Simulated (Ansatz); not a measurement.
# CH6OSSi2: the cost of one run

Method: RKS BLYP/def2-SVP, in Ansatz 0.2.0.

### Step 1. The structure to begin with

Bond lengths: C1–Si2 1.804 Å, Si2–O3 1.549 Å, O3–Si4 1.611 Å, Si4–S5 2.192 Å, C1–H6 1.091 Å, C1–H7 1.098 Å, C1–H8 1.158 Å, Si2–H9 1.534 Å, Si4–H10 1.418 Å, S5–H11 1.333 Å. Angles: C1–Si2–O3 113.7°, C1–Si2–H9 110.0°, O3–Si2–H9 110.6°, Si2–C1–H6 115.5°, Si2–C1–H7 112.4°, Si2–C1–H8 111.3°, H6–C1–H7 107.4°, H6–C1–H8 104.4°, H7–C1–H8 105.0°, Si2–O3–Si4 131.0°, O3–Si4–S5 100.2°, O3–Si4–H10 102.4°, S5–Si4–H10 115.9°, Si4–S5–H11 94.0°.

Coordinates:

```xyz
11

C    -1.6810   -0.0131    0.6167
Si   -0.1016   -0.5671    1.2885
O     1.0597   -0.5289    0.2635
Si    1.6691    0.6885   -0.5982
S     0.8567    0.2079   -2.5767
H    -1.9724   -0.4645   -0.3323
H    -2.5106   -0.1633    1.3198
H    -1.6707    1.1255    0.4041
H     0.2532    0.2516    2.5365
H     3.0662    0.5046   -0.4410
H     1.0967   -1.0981   -2.4603
```

### Step 2. End point A

File input.yaml:

```yaml
crystal:
  periodic: [false, false, false]
  atoms:
    - { symbol: C, position_ang: [-1.681, -0.0131, 0.6167] }
    - { symbol: Si, position_ang: [-0.1016, -0.5671, 1.2885] }
    - { symbol: O, position_ang: [1.0597, -0.5289, 0.2635] }
    - { symbol: Si, position_ang: [1.6691, 0.6885, -0.5982] }
    - { symbol: S, position_ang: [0.8567, 0.2079, -2.5767] }
    - { symbol: H, position_ang: [-1.9724, -0.4645, -0.3323] }
    - { symbol: H, position_ang: [-2.5106, -0.1633, 1.3198] }
    - { symbol: H, position_ang: [-1.6707, 1.1255, 0.4041] }
    - { symbol: H, position_ang: [0.2532, 0.2516, 2.5365] }
    - { symbol: H, position_ang: [3.0662, 0.5046, -0.441] }
    - { symbol: H, position_ang: [1.0967, -1.0981, -2.4603] }
basis:
  gaussian: { orbitals: def2-SVP }
hamiltonian:
  xc: blyp
relax:
  f_tol: 0.02
  max_steps: 50
```

The run is started by

```console
$ ansatz run input.yaml --threads 2 --pin off --max-ram 3072MiB --backend cpu --events-out ev --progress --plain --runs-dir out
```

Q: Estimate wall time and peak memory on 2 threads of AMD EPYC 9R45 (Zen 5), shared host.

About 17 s, with a peak of 0.24 GiB.
